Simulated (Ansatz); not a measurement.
# Ti (sc type): how the settings move a single-point run

How sensitive is a single-point run of Ti (sc type) to its settings? A reference run comes first, then two runs with altered input.

Method: reference: DFT, PBEsol, PAW with Ansatz's default frozen-core files, scalar-relativistic, in Ansatz 0.2.0.

1 further run of the same task is left out (it didn't finish).

## 1. The system as given

The structure is cubic, space group Pm-3m (No. 221). The conventional cell has a = 1.989 Å, b = 1.989 Å, c = 1.989 Å, α = 90.00°, β = 90.00°, γ = 90.00°. Around Ti (site symmetry m-3m) lie 6 Ti at 1.99 Å.

As a file:

```cif
data_structure
_symmetry_space_group_name_H-M 'Pm-3m'
_symmetry_Int_Tables_number 221
_cell_length_a 1.9892
_cell_length_b 1.9892
_cell_length_c 1.9892
_cell_angle_alpha 90.000
_cell_angle_beta 90.000
_cell_angle_gamma 90.000
_cell_volume 7.87
loop_
_atom_site_label
_atom_site_type_symbol
_atom_site_symmetry_multiplicity
_atom_site_Wyckoff_symbol
_atom_site_fract_x
_atom_site_fract_y
_atom_site_fract_z
_atom_site_occupancy
Ti1 Ti 1 a 0.00000 0.00000 0.00000 1
```

## 2. Baseline

The input, input.yaml:

```yaml
crystal:
  lattice:
    - [1.9891971254, 0.0, 0.0]
    - [0.0, 1.9891971254, 0.0]
    - [0.0, 0.0, 1.9891971254]
  atoms:
    - { symbol: Ti, position: [0.0, 0.0, 0.0] }
kpoints:
  mp_grid: { grid: [14, 14, 14] }
scf:
  occupations: { method: fermi_dirac, width: 0.08 }
hamiltonian:
  xc: pbesol
  pseudopotentials: { kind: paw }
output:
  forces: true
  stress: true
  eigenvalues: true
  write_density: true
  write_potential: true
  elf: true
  volumetric_format: npy
basis:
  ecutwfc: 250
```

Launch:

```console
$ ansatz run input.yaml --threads 1 --pin off --max-ram 2048MiB --backend cpu --events-out ev --progress --plain --runs-dir out
```

## 3. Changed: dispersion d3bjatm, spin_polarized true

input.yaml, as its differences from that of step 2:

```diff
@@ -14,2 +14,3 @@
   pseudopotentials: { kind: paw }
+  dispersion: d3bjatm
 output:
@@ -18,7 +19,5 @@
   eigenvalues: true
-  write_density: true
-  write_potential: true
-  elf: true
-  volumetric_format: npy
 basis:
   ecutwfc: 250
+magnetization:
+  spin_polarized: true
```

## 4. Variant: symmetry.detect false, occupations.method cold, occupations.width 0.005

The input, input.yaml:

```yaml
crystal:
  lattice:
    - [1.9891971254, 0.0, 0.0]
    - [0.0, 1.9891971254, 0.0]
    - [0.0, 0.0, 1.9891971254]
  atoms:
    - { symbol: Ti, position: [0.0, 0.0, 0.0] }
  symmetry: { detect: false }
kpoints:
  mp_grid: { grid: [14, 14, 14] }
scf:
  occupations: { method: cold, width: 0.005 }
hamiltonian:
  xc: pbesol
  pseudopotentials: { kind: paw }
output:
  forces: true
  stress: true
  eigenvalues: true
basis:
  ecutwfc: 250
```

Before running it: what results should come out? Wanted: for each run, ending; energy change; pressure; gap; force.

**Answer**, as computed:

```
                                                                       run     ending                                   energy change  pressure (GPa)  gap (eV)  force (eV/Å)  cycles   time
                                                                 reference  converged                                               0           276.7      0.00          0.00       6  1.1 s
                                1: dispersion d3bjatm, spin_polarized true  converged  -1.07 eV/atom (offset of the dispersion model)           260.3      0.00          0.00       8  2.2 s
2: symmetry.detect false, occupations.method cold, occupations.width 0.005  converged                             +0.3 meV/atom (σ→0)           276.0      0.00          0.00       6  9.4 s
```

Times don't compare one to one where runs were asked for different outputs or read a saved state (see the inputs); cycles may leave out searches for a lower state.

Residual by cycle in the longest SCF loop of each run; runs are numbered as in the table. The quantity is the density residual dr2, in eV.

```
cycle  reference    run 1    run 2
    1      0.655   0.0207    0.655
    2      0.158   0.0281    0.159
    3     0.0042   0.0107  0.00392
    4     1.5e-5  0.00683   1.3e-5
    5     7.8e-7   1.2e-4   7.0e-7
    6     2.8e-9   1.2e-5   3.2e-9
    7          -   1.1e-6        -
    8          -   2.8e-8        -
```

What this shows: «symmetry.detect false, occupations.method cold, occupations.width 0.005» moves the energy by +0.3 meV/atom. Of the variants the dearest is «symmetry.detect false, occupations.method cold, occupations.width 0.005» (9.4 s), the cheapest «dispersion d3bjatm, spin_polarized true» (2.2 s), on a shared host. The structure is not at rest: the sound run finds 277 GPa, so these are no properties of the relaxed crystal. 
